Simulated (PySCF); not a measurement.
# Tl2(OH)2(H2O)2: other functionals and bases at one geometry

Aim: see how levels, charges and forces of Tl2(OH)2(H2O)2 depend on the level of theory. It is a constructed species; whether it can be made isn't addressed.

Computed with PySCF 2.14.0. Level: several levels, as the steps say, no spin–orbit coupling.

3 further runs of the same task are left out: 2 for a known fault of the program, 1 that didn't finish. Runs told in other sessions of the task aren't counted.

### 1 Where the work starts

12 atoms, charge 0, spin multiplicity 1.

Bond lengths: Tl1–O3 2.322 Å, Tl1–O5 2.322 Å, Tl2–O3 2.322 Å, Tl2–O5 2.322 Å, O3–H4 0.963 Å, O5–H6 0.963 Å, O7–H8 0.964 Å, O7–H9 0.964 Å, O10–H11 0.964 Å, O10–H12 0.964 Å. Angles: O3–Tl1–O5 71.9°, O3–Tl2–O5 71.9°, Tl1–O3–Tl2 108.1°, Tl1–O3–H4 126.0°, Tl2–O3–H4 126.0°, Tl1–O5–Tl2 108.1°, Tl1–O5–H6 126.0°, Tl2–O5–H6 126.0°, H8–O7–H9 103.6°, H11–O10–H12 103.6°.

Geometry (Å):

```
Tl    0.0000    1.4495    1.1959
Tl    0.0000   -1.4495   -1.1959
O     1.3634    0.0000    0.0000
H     2.3262    0.0000    0.0000
O    -1.3634    0.0000    0.0000
H    -2.3262    0.0000    0.0000
O     0.0000   -0.3185    3.5646
H     0.7578    0.0709    4.0157
H    -0.7578    0.0709    4.0157
O     0.0000    0.3185   -3.5646
H     0.7578   -0.0709   -4.0157
H    -0.7578   -0.0709   -4.0157
```

Formal oxidation states: Tl +1. An earlier session relaxed this geometry at PBE0, Tl def2-SVP with ECP60, O def2-SVP, H def2-SVP (singlet, point group C2h).

At PBE0 on the finer grid: E = -649.068963 Eh, HOMO -5.37 eV, LUMO 0.02 eV, Mulliken charge on Tl1 +0.31 e, largest force component 0.010 eV/Å. 

Levels to run: B3LYP; CAM-B3LYP; BP86; wB97X; PBE0, TZVP; PBE0, x2c-SVP. Hardware: 4 threads of AMD EPYC 7R43 (Zen 3), shared host.

### 2 B3LYP

File run.py (the lines that set the calculation):

```python
mol = gto.M(atom='''
Tl     0.00000     1.44948     1.19590
Tl     0.00000    -1.44948    -1.19590
O      1.36336     0.00000     0.00000
H      2.32622     0.00000     0.00000
O     -1.36336     0.00000     0.00000
H     -2.32622     0.00000     0.00000
O      0.00000    -0.31850     3.56459
H      0.75778     0.07092     4.01573
H     -0.75778     0.07092     4.01573
O      0.00000     0.31850    -3.56459
H      0.75778    -0.07092    -4.01573
H     -0.75778    -0.07092    -4.01573''',
    basis={'Tl': 'def2-SVP', 'O': 'def2-SVP', 'H': 'def2-SVP'},
    ecp={'Tl': 'def2-SVP'},
    charge=0, spin=0)
mf = dft.RKS(mol, xc='B3LYP')
mf.grids.atom_grid = (75, 302)
mf = mf.density_fit()  # fitting sets: Tl def2-universal-JKFIT, O def2-universal-JKFIT, H def2-universal-JKFIT
mf.conv_tol = 1e-08; mf.max_cycle = 55
mf.kernel(dm0)  # dm0: the density of the relaxed state
```

Run with:

```console
$ OMP_NUM_THREADS=4 python run.py
```

Standard output:

```text
init E= -649.525734438072
  HOMO = -0.190795822697876  LUMO = -0.00741440695401198  gap/eV = 4.99006
cycle= 1 E= -649.526788085176  delta_E= -0.00105  |g|= 0.0439  |ddm|= 0.119
  HOMO = -0.188238977879166  LUMO = -0.008635839283255  gap/eV = 4.88725
cycle= 2 E= -649.525842903132  delta_E= 0.000945  |g|= 0.0818  |ddm|= 0.0851
  HOMO = -0.192288068557737  LUMO = -0.00926357792592374  gap/eV = 4.98035
cycle= 3 E= -649.527124087668  delta_E= -0.00128  |g|= 0.00983  |ddm|= 0.0608
  HOMO = -0.19168141124889  LUMO = -0.00902058268094759  gap/eV = 4.97045
cycle= 4 E= -649.527146419518  delta_E= -2.23e-05  |g|= 0.00148  |ddm|= 0.00969
  HOMO = -0.191573166949155  LUMO = -0.00894156175202235  gap/eV = 4.96966
cycle= 5 E= -649.527146973417  delta_E= -5.54e-07  |g|= 0.00035  |ddm|= 0.00231
  HOMO = -0.191573054325826  LUMO = -0.00894553913181409  gap/eV = 4.96955
cycle= 6 E= -649.527146999012  delta_E= -2.56e-08  |g|= 6.5e-05  |ddm|= 0.000525
  HOMO = -0.191571392186027  LUMO = -0.00894386533094326  gap/eV = 4.96955
cycle= 7 E= -649.527147000175  delta_E= -1.16e-09  |g|= 7e-06  |ddm|= 0.000101
  HOMO = -0.191573146178801  LUMO = -0.00894452904844996  gap/eV = 4.96958
Extra cycle  E= -649.527147000169  delta_E= 5.68e-12  |g|= 1.03e-05  |ddm|= 2.01e-05
converged SCF energy = -649.527147000169
```

Run time: 12 s. Hardware: 4 threads of AMD EPYC 7R43 (Zen 3), shared host.

Result: E = -649.527147 Eh, HOMO -5.21 eV, LUMO -0.24 eV, Mulliken charge on Tl1 +0.29 e, largest force component 0.226 eV/Å. 

### 3 CAM-B3LYP

run.py (the lines that set the calculation), as its differences from that of step 2:

```diff
@@ -16,3 +16,3 @@
     charge=0, spin=0)
-mf = dft.RKS(mol, xc='B3LYP')
+mf = dft.RKS(mol, xc='CAMB3LYP')
 mf.grids.atom_grid = (75, 302)
```

Run with:

```console
$ OMP_NUM_THREADS=4 python run.py
```

Standard output:

```text
init E= -649.220231902998
  HOMO = -0.240051015034613  LUMO = 0.0282469459927956  gap/eV = 7.30076
cycle= 1 E= -649.221527332341  delta_E= -0.0013  |g|= 0.0439  |ddm|= 0.128
  HOMO = -0.237028402740414  LUMO = 0.0278551264469673  gap/eV = 7.20785
cycle= 2 E= -649.221163696427  delta_E= 0.000364  |g|= 0.0624  |ddm|= 0.0714
  HOMO = -0.240833676467712  LUMO = 0.0272073966070231  gap/eV = 7.29377
cycle= 3 E= -649.221889699728  delta_E= -0.000726  |g|= 0.00531  |ddm|= 0.042
  HOMO = -0.24044234173051  LUMO = 0.0273731860918532  gap/eV = 7.28763
cycle= 4 E= -649.221895196489  delta_E= -5.5e-06  |g|= 0.00175  |ddm|= 0.00584
  HOMO = -0.240502293793412  LUMO = 0.027385112938897  gap/eV = 7.28959
cycle= 5 E= -649.221895881667  delta_E= -6.85e-07  |g|= 0.000457  |ddm|= 0.00185
  HOMO = -0.240547254734331  LUMO = 0.0273632008022275  gap/eV = 7.29021
cycle= 6 E= -649.221895939355  delta_E= -5.77e-08  |g|= 6.12e-05  |ddm|= 0.000725
  HOMO = -0.240546382310008  LUMO = 0.0273656387745688  gap/eV = 7.29026
cycle= 7 E= -649.221895941363  delta_E= -2.01e-09  |g|= 1.57e-05  |ddm|= 0.000135
  HOMO = -0.240545109015347  LUMO = 0.0273660884159263  gap/eV = 7.29024
Extra cycle  E= -649.221895941432  delta_E= -6.82e-11  |g|= 1.65e-05  |ddm|= 3.44e-05
converged SCF energy = -649.221895941432
```

Wall time 18 s (4 threads of AMD EPYC 7R43 (Zen 3), shared host).

Result: E = -649.221896 Eh, HOMO -6.55 eV, LUMO 0.74 eV, Mulliken charge on Tl1 +0.30 e, largest force component 0.125 eV/Å. 

### 4 BP86

run.py (the lines that set the calculation), as its differences from that of step 3:

```diff
@@ -16,3 +16,3 @@
     charge=0, spin=0)
-mf = dft.RKS(mol, xc='CAMB3LYP')
+mf = dft.RKS(mol, xc='B88,P86')
 mf.grids.atom_grid = (75, 302)
```

Run with:

```console
$ OMP_NUM_THREADS=4 python run.py
```

Standard output:

```text
init E= -649.69585550128
  HOMO = -0.158845035383027  LUMO = -0.0230505645913245  gap/eV = 3.69516
cycle= 1 E= -649.700457947995  delta_E= -0.0046  |g|= 0.0889  |ddm|= 0.328
  HOMO = -0.177659171925452  LUMO = -0.0277342094914334  gap/eV = 4.07967
cycle= 2 E= -649.688207916607  delta_E= 0.0123  |g|= 0.257  |ddm|= 0.285
  HOMO = -0.165323827294603  LUMO = -0.0248525791697525  gap/eV = 3.82242
cycle= 3 E= -649.702330477914  delta_E= -0.0141  |g|= 0.0144  |ddm|= 0.196
  HOMO = -0.164813207423101  LUMO = -0.0245305156499419  gap/eV = 3.81729
cycle= 4 E= -649.702363548535  delta_E= -3.31e-05  |g|= 0.0079  |ddm|= 0.0169
  HOMO = -0.164584809733633  LUMO = -0.0244719908521459  gap/eV = 3.81266
cycle= 5 E= -649.702375933829  delta_E= -1.24e-05  |g|= 0.00123  |ddm|= 0.00613
  HOMO = -0.164573281173833  LUMO = -0.0244904598823283  gap/eV = 3.81185
cycle= 6 E= -649.702376243851  delta_E= -3.1e-07  |g|= 0.000146  |ddm|= 0.00144
  HOMO = -0.164564562311302  LUMO = -0.0244821890486242  gap/eV = 3.81184
cycle= 7 E= -649.702376249999  delta_E= -6.15e-09  |g|= 2.69e-05  |ddm|= 0.000299
  HOMO = -0.164568049987682  LUMO = -0.0244836498980455  gap/eV = 3.81189
Extra cycle  E= -649.702376249541  delta_E= 4.58e-10  |g|= 5.22e-05  |ddm|= 8.84e-05
converged SCF energy = -649.702376249541
```

Run time: 14 s. Hardware: 4 threads of AMD EPYC 7R43 (Zen 3), shared host.

Read off: E = -649.702376 Eh, HOMO -4.48 eV, LUMO -0.67 eV, Mulliken charge on Tl1 +0.22 e, largest force component 0.652 eV/Å. 

### 5 wB97X

run.py (the lines that set the calculation), as its differences from that of step 4:

```diff
@@ -16,3 +16,3 @@
     charge=0, spin=0)
-mf = dft.RKS(mol, xc='B88,P86')
+mf = dft.RKS(mol, xc='WB97X')
 mf.grids.atom_grid = (75, 302)
```

Run with:

```console
$ OMP_NUM_THREADS=4 python run.py
```

Standard output:

```text
init E= -649.389511691368
  HOMO = -0.269854929657861  LUMO = 0.0623440844813769  gap/eV = 9.03960
cycle= 1 E= -649.392090247793  delta_E= -0.00258  |g|= 0.0267  |ddm|= 0.19
  HOMO = -0.268930011781066  LUMO = 0.0619282657687572  gap/eV = 9.00311
cycle= 2 E= -649.392186116442  delta_E= -9.59e-05  |g|= 0.027  |ddm|= 0.0516
  HOMO = -0.271265395588543  LUMO = 0.0615041542657679  gap/eV = 9.05512
cycle= 3 E= -649.392328613248  delta_E= -0.000142  |g|= 0.00518  |ddm|= 0.0206
  HOMO = -0.271209702245663  LUMO = 0.0615494811107456  gap/eV = 9.05484
cycle= 4 E= -649.392339424886  delta_E= -1.08e-05  |g|= 0.00098  |ddm|= 0.0134
  HOMO = -0.271346179405494  LUMO = 0.0614785639443605  gap/eV = 9.05662
cycle= 5 E= -649.392339850013  delta_E= -4.25e-07  |g|= 0.000227  |ddm|= 0.00191
  HOMO = -0.271351382459859  LUMO = 0.0614787050715466  gap/eV = 9.05677
cycle= 6 E= -649.392339907499  delta_E= -5.75e-08  |g|= 0.000135  |ddm|= 0.00108
  HOMO = -0.271349667367964  LUMO = 0.0614796944400677  gap/eV = 9.05675
cycle= 7 E= -649.392339912629  delta_E= -5.13e-09  |g|= 2.59e-05  |ddm|= 0.000198
  HOMO = -0.271350239180425  LUMO = 0.0614787611392125  gap/eV = 9.05674
Extra cycle  E= -649.392339913002  delta_E= -3.73e-10  |g|= 1.99e-05  |ddm|= 6.29e-05
converged SCF energy = -649.392339913002
```

Wall time 16 s (4 threads of AMD EPYC 7R43 (Zen 3), shared host).

Read off: E = -649.392340 Eh, HOMO -7.38 eV, LUMO 1.67 eV, Mulliken charge on Tl1 +0.31 e, largest force component 0.130 eV/Å. 

### 6 PBE0, TZVP

Basis: Tl def2-TZVP with ECP60, O def2-TZVP, H def2-TZVP. 

run.py (the lines that set the calculation), as its differences from that of step 5:

```diff
@@ -13,6 +13,6 @@
 H     -0.75778    -0.07092    -4.01573''',
-    basis={'Tl': 'def2-SVP', 'O': 'def2-SVP', 'H': 'def2-SVP'},
-    ecp={'Tl': 'def2-SVP'},
+    basis={'Tl': 'def2-TZVP', 'O': 'def2-TZVP', 'H': 'def2-TZVP'},
+    ecp={'Tl': 'def2-TZVP'},
     charge=0, spin=0)
-mf = dft.RKS(mol, xc='WB97X')
+mf = dft.RKS(mol, xc='PBE0')
 mf.grids.atom_grid = (75, 302)
@@ -20,2 +20,2 @@
 mf.conv_tol = 1e-08; mf.max_cycle = 55
-mf.kernel(dm0)  # dm0: the density of the relaxed state
+mf.kernel(dm0)  # dm0: free metal ions and neutral atoms
```

Run with:

```console
$ OMP_NUM_THREADS=4 python run.py
```

Standard output:

```text
init E= -657.772630221355
  HOMO = -0.188536194361966  LUMO = -0.0659784552314861  gap/eV = 3.33497
cycle= 1 E= -649.097045589792  delta_E= 8.68  |g|= 1.47  |ddm|= 2.52
  HOMO = -0.189269926517884  LUMO = -0.0548400650130174  gap/eV = 3.65802
cycle= 2 E= -648.89812104496  delta_E= 0.199  |g|= 1.86  |ddm|= 2.02
  HOMO = -0.172415554723116  LUMO = -0.00723742820098176  gap/eV = 4.49473
cycle= 3 E= -649.441352491067  delta_E= -0.543  |g|= 0.284  |ddm|= 1.01
  HOMO = -0.214813225619455  LUMO = -0.0130946135445276  gap/eV = 5.48904
cycle= 4 E= -649.446597321202  delta_E= -0.00524  |g|= 0.244  |ddm|= 0.382
  HOMO = -0.204211125851703  LUMO = -0.0111045798208587  gap/eV = 5.25470
cycle= 5 E= -649.456963634669  delta_E= -0.0104  |g|= 0.0333  |ddm|= 0.161
  HOMO = -0.203944277255388  LUMO = -0.0104205328721859  gap/eV = 5.26605
cycle= 6 E= -649.457152983518  delta_E= -0.000189  |g|= 0.00933  |ddm|= 0.0313
  HOMO = -0.203832026246438  LUMO = -0.0104180729869744  gap/eV = 5.26306
cycle= 7 E= -649.457167576159  delta_E= -1.46e-05  |g|= 0.00226  |ddm|= 0.0107
  HOMO = -0.203799006983484  LUMO = -0.0103423870938589  gap/eV = 5.26422
cycle= 8 E= -649.457168403821  delta_E= -8.28e-07  |g|= 0.000595  |ddm|= 0.00243
  HOMO = -0.203770048087943  LUMO = -0.0103300963680417  gap/eV = 5.26377
cycle= 9 E= -649.457168456823  delta_E= -5.3e-08  |g|= 0.000122  |ddm|= 0.000592
  HOMO = -0.2037832093371  LUMO = -0.0103351339477262  gap/eV = 5.26399
cycle= 10 E= -649.457168459925  delta_E= -3.1e-09  |g|= 2.11e-05  |ddm|= 0.000198
  HOMO = -0.203781992430219  LUMO = -0.0103345645805244  gap/eV = 5.26397
Extra cycle  E= -649.457168459905  delta_E= 1.98e-11  |g|= 2.49e-05  |ddm|= 3.53e-05
converged SCF energy = -649.457168459905
```

Run time: 52 s. Hardware: 4 threads of AMD EPYC 7R43 (Zen 3), shared host.

Result: E = -649.457168 Eh, HOMO -5.55 eV, LUMO -0.28 eV, Mulliken charge on Tl1 +0.50 e, largest force component 0.262 eV/Å. 

### 7 PBE0, x2c-SVP

Basis: Tl x2c-SVPall, O x2c-SVPall, H x2c-SVPall. All electrons are treated, with the spin-free X2C Hamiltonian.

run.py (the lines that set the calculation), as its differences from that of step 6:

```diff
@@ -13,8 +13,9 @@
 H     -0.75778    -0.07092    -4.01573''',
-    basis={'Tl': 'def2-TZVP', 'O': 'def2-TZVP', 'H': 'def2-TZVP'},
-    ecp={'Tl': 'def2-TZVP'},
+    basis={'Tl': 'x2c-SVPall', 'O': 'x2c-SVPall', 'H': 'x2c-SVPall'},
+    nucmod='G',
     charge=0, spin=0)
 mf = dft.RKS(mol, xc='PBE0')
-mf.grids.atom_grid = (75, 302)
-mf = mf.density_fit()  # fitting sets: Tl def2-universal-JKFIT, O def2-universal-JKFIT, H def2-universal-JKFIT
+mf.grids.atom_grid = (99, 590)
+mf = mf.density_fit()  # fitting sets: Tl AutoAux, O AutoAux, H AutoAux
+mf = mf.sfx2c1e()
 mf.conv_tol = 1e-08; mf.max_cycle = 55
```

Run with:

```console
$ OMP_NUM_THREADS=4 python run.py
```

Standard output:

```text
init E= -40809.018016828
  HOMO = -0.176817682537025  LUMO = -0.0594744536665797  gap/eV = 3.19307
cycle= 1 E= -40800.0703074118  delta_E= 8.95  |g|= 1.21  |ddm|= 3.43
  HOMO = -0.181947067052985  LUMO = -0.0334870131148693  gap/eV = 4.03980
cycle= 2 E= -40799.9375411738  delta_E= 0.133  |g|= 1.58  |ddm|= 2.43
  HOMO = -0.169009139386358  LUMO = 0.0116829690931939  gap/eV = 4.91688
cycle= 3 E= -40800.3910159137  delta_E= -0.453  |g|= 0.205  |ddm|= 1.18
  HOMO = -0.205390805770902  LUMO = 0.00299521701357741  gap/eV = 5.67047
cycle= 4 E= -40800.3939948412  delta_E= -0.00298  |g|= 0.179  |ddm|= 0.386
  HOMO = -0.197796659739931  LUMO = 0.00388873463166579  gap/eV = 5.48814
cycle= 5 E= -40800.3999972853  delta_E= -0.006  |g|= 0.0256  |ddm|= 0.154
  HOMO = -0.197993950042374  LUMO = 0.00431615526336081  gap/eV = 5.50514
cycle= 6 E= -40800.400119989  delta_E= -0.000123  |g|= 0.00749  |ddm|= 0.0289
  HOMO = -0.198056952143253  LUMO = 0.004192772859256  gap/eV = 5.50350
cycle= 7 E= -40800.4001288248  delta_E= -8.84e-06  |g|= 0.00127  |ddm|= 0.0106
  HOMO = -0.198026867377979  LUMO = 0.00425244951980785  gap/eV = 5.50430
cycle= 8 E= -40800.4001291062  delta_E= -2.81e-07  |g|= 0.000449  |ddm|= 0.00173
  HOMO = -0.198005503085124  LUMO = 0.00426143457920406  gap/eV = 5.50396
cycle= 9 E= -40800.4001291368  delta_E= -3.07e-08  |g|= 4.84e-05  |ddm|= 0.000373
  HOMO = -0.198011384072628  LUMO = 0.00425806290532778  gap/eV = 5.50403
cycle= 10 E= -40800.4001291373  delta_E= -5.24e-10  |g|= 1.25e-05  |ddm|= 0.000125
  HOMO = -0.198010261946455  LUMO = 0.00425873215303241  gap/eV = 5.50402
Extra cycle  E= -40800.4001291374  delta_E= -1.46e-11  |g|= 1.38e-05  |ddm|= 2.59e-05
converged SCF energy = -40800.4001291374
```

Wall time 2 min (4 threads of AMD EPYC 7R43 (Zen 3), shared host).

Read off: E = -40800.400129 Eh, HOMO -5.39 eV, LUMO 0.12 eV, Mulliken charge on Tl1 +0.33 e, largest force component 0.493 eV/Å. 

### 8 All levels side by side

| level | state | HOMO (eV) | gap (eV) | charge on Tl1 (e) | dipole (D) | largest force component (eV/Å) | basis functions | time |
| --- | --- | --- | --- | --- | --- | --- | --- | --- |
| PBE0 (relaxed here) | singlet | -5.37 | 5.38 | 0.31 | 0.00 | 0.01 | 138 | 35 s |
| B3LYP | singlet | -5.21 | 4.97 | 0.29 | 0.00 | 0.23 | 138 | 12 s |
| CAM-B3LYP | singlet | -6.55 | 7.29 | 0.30 | 0.00 | 0.13 | 138 | 18 s |
| BP86 | singlet | -4.48 | 3.81 | 0.22 | 0.00 | 0.65 | 138 | 14 s |
| wB97X | singlet | -7.38 | 9.06 | 0.31 | 0.00 | 0.13 | 138 | 16 s |
| PBE0, TZVP | singlet | -5.55 | 5.26 | 0.50 | 0.00 | 0.26 | 260 | 52 s |
| PBE0, x2c-SVP | singlet | -5.39 | 5.50 | 0.33 | 0.00 | 0.49 | 210 | 2 min |

Times are on 4 threads of AMD EPYC 7R43 (Zen 3), shared host; the first row also made further properties.

In one basis the HOMO–LUMO gap runs from 3.81 eV (BP86) to 9.06 eV (wB97X). The largest leftover force, 0.65 eV/Å with BP86, stands at a geometry relaxed at another level. The Mulliken charge on Tl spans +0.22 to +0.50 e over the levels. Total energies of different levels can't be compared. Spin–orbit coupling is left out throughout.
